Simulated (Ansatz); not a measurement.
# GaSiH3+ (doublet): from Hartree-Fock to the top rungs, cc-pVDZ

One table from this session's results is given with a row withheld; the runs are named, their logs left out.

Computed with Ansatz 0.2.0, Gaussian basis. Level: cc-pVDZ, core rule «outside noble gas», up to 19 orbitals frozen.

Plan: UHF; CCSD(T) on ROHF; CCSD(T) on UHF; BCCD(T) on ROHF; CISD; CCSDT(Q) on ROHF; CCSDT(Q) on UHF; CASSCF and MRCISD+Q, 9 electrons in 11 orbitals; CASSCF and NEVPT2, 9 electrons in 11 orbitals.

5 further runs of the same task are left out: 2 for a known fault of the program, 3 set aside as unsound or not needed.

### What is computed

The geometry is a PBE0/def2-TZVP stationary point (not a proven minimum) of the parent state, kept for this charge and spin. No spin-orbit coupling is included. The filled d shell of Ga may be among the frozen orbitals whatever the setting's name suggests; the logs give the count.

5 atoms, charge 1, spin multiplicity 2.

Atoms are counted from 1 here; the program's logs count them from 0.

Bond lengths: Si1–Ga2 2.262 Å, Si1–H3 1.596 Å, Si1–H4 1.596 Å, Ga2–H5 1.580 Å. Angles: Ga2–Si1–H3 61.1°, Ga2–Si1–H4 61.1°, H3–Si1–H4 81.5°, Si1–Ga2–H5 158.9°.

Geometry (Å):

```xyz
5
charge 1, multiplicity 2
Si   -0.03225    0.00000    1.61700
Ga   -0.02114    0.00000   -0.64536
H     0.90342    1.04217    0.85118
H     0.90342   -1.04218    0.85117
H     0.55402    0.00000   -2.11713
```

The first run:

The input, in.yaml:

```yaml
crystal:
  periodic: [false, false, false]
  atoms:
    - {symbol: Si, position_ang: [-0.032247, -0.000001, 1.616996]}
    - {symbol: Ga, position_ang: [-0.021140, 0.000000, -0.645355]}
    - {symbol: H, position_ang: [0.903423, 1.042173, 0.851175]}
    - {symbol: H, position_ang: [0.903422, -1.042175, 0.851174]}
    - {symbol: H, position_ang: [0.554022, 0.000001, -2.117132]}
basis:
  gaussian: {orbitals: cc-pVDZ}
total_charge: 1
magnetization: {spin_polarized: true, initial_magnetization: 1}
hamiltonian: {xc: hf}
output: {orbitals: {seedname: orbitals}}
```

Launch:

```console
ansatz run in.yaml --threads 1 --pin off --events-out ev --progress --plain --max-ram 4096MiB --backend cpu
```

Among the steps run: UHF; CCSD(T) on ROHF; CCSD(T) on UHF; BCCD(T) on ROHF; CISD; CCSDT(Q) on ROHF; CCSDT(Q) on UHF; CASSCF and MRCISD+Q, 9 electrons in 11 orbitals; CASSCF and NEVPT2, 9 electrons in 11 orbitals.

One of the session's tables, all rows but one given; the rest of the session is left out.

It belongs to the step «Misses and costs». 

| method | from UCCSDT(Q) (kcal/mol) |
| --- | --- |
| ROHF | +117.76 |
| UHF | +113.56 |
| RMP2 | +29.07 |
| UMP2 | +29.18 |
| RCCSD | +4.93 |
| UCCSD | ? |
| RCCSD(T) | +1.18 |
| UCCSD(T) | +1.13 |
| BCCD(T) | +1.15 |
| RCCSDT | +0.26 |
| UCCSDT | +0.19 |
| RCCSDT(Q) | +0.07 |
| UCCSDT(Q) | 0 |
| CASSCF valence | +56.53 |
| NEVPT2 valence | +15.12 |
| MRCISD valence | +2.98 |
| MRCISD+Q valence | +0.17 |

Estimate the missing values for UCCSD.

As computed: from UCCSDT(Q) (kcal/mol): +4.81. In the column «from UCCSDT(Q) (kcal/mol)» it lies between MRCISD valence (+2.98) and RCCSD (+4.93).

Limits of these values: Restricted and unrestricted rows rest on different reference determinants; where their highest levels disagree by more than a few hundredths of an eV, they describe different states and don't form one ladder.
